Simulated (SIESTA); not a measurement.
MgMnCoO4:

```
Co Mn Mg O
1.0
     5.25377    0.00000    0.00000
     0.00000    2.96979    0.00000
    -1.91952    0.00000    5.28213
Co Mn Mg O
1 1 1 4
Cartesian
  1.6597 0.0000 2.5210
  -0.9090 1.4849 2.8375
  4.3881 1.4849 0.2748
  3.6247 0.0000 1.5158
  0.6045 1.4849 1.6359
  2.6143 1.4849 3.6550
  -0.2189 0.0000 3.8026
```

The cell comes from a database or a generator and needn't be the stable form of this composition.

Base run:

```yaml
Program: SIESTA 5.4.2
Functional: PBE
Potentials_or_basis: PseudoDojo 0.4 standard (PBE files)
Basis: DZP (energy shift 0.003 Ry; two zetas on semicore shells)
Grid_cutoff: 800 Ry
Energy_shift: 0.003 Ry
k_mesh: 6 × 9 × 5
Occupations: fermi-dirac, width 0.05 eV
Spin: collinear spin, ferromagnetic start
Starting_moments: "[2.0, 4.0, 0.0, 0.0, 0.0, 0.0, 0.0] μB"
```

Its results: band gap on the k mesh none (metal or under the smearing width); pressure -2.5 GPa; net moment 6.00 μB per cell; site moments Co +2.67; Mn +2.84; Mg +0.02; O +0.05, +0.19, +0.16, +0.08 μB; largest force 0.626 eV/Å.

Problem. The run is repeated on the same cell with these changes: functional from PBE to PBEsol; potentials or basis from PseudoDojo 0.4 standard (PBE files) to PseudoDojo 0.4 standard (PBEsol files). What comes out?

Solution. Band gap on the k mesh none (metal or under the smearing width); pressure -8.5 GPa; net moment 5.95 μB per cell; site moments Co +2.65; Mn +2.78; Mg +0.02; O +0.05, +0.19, +0.17, +0.09 μB; largest force 0.644 eV/Å.

Caveats: short orbitals over semicore shells can move pressures by several GPa; the basis of atomic orbitals isn't converged, which shifts pressures, moduli and gaps; semilocal functionals often make such compounds metallic where correlation or magnetic order opens a gap, which also shifts bond lengths; only a ferromagnetic start was run, and an antiferromagnetic order may lie lower in energy.

Not every run made on this cell is shown here.
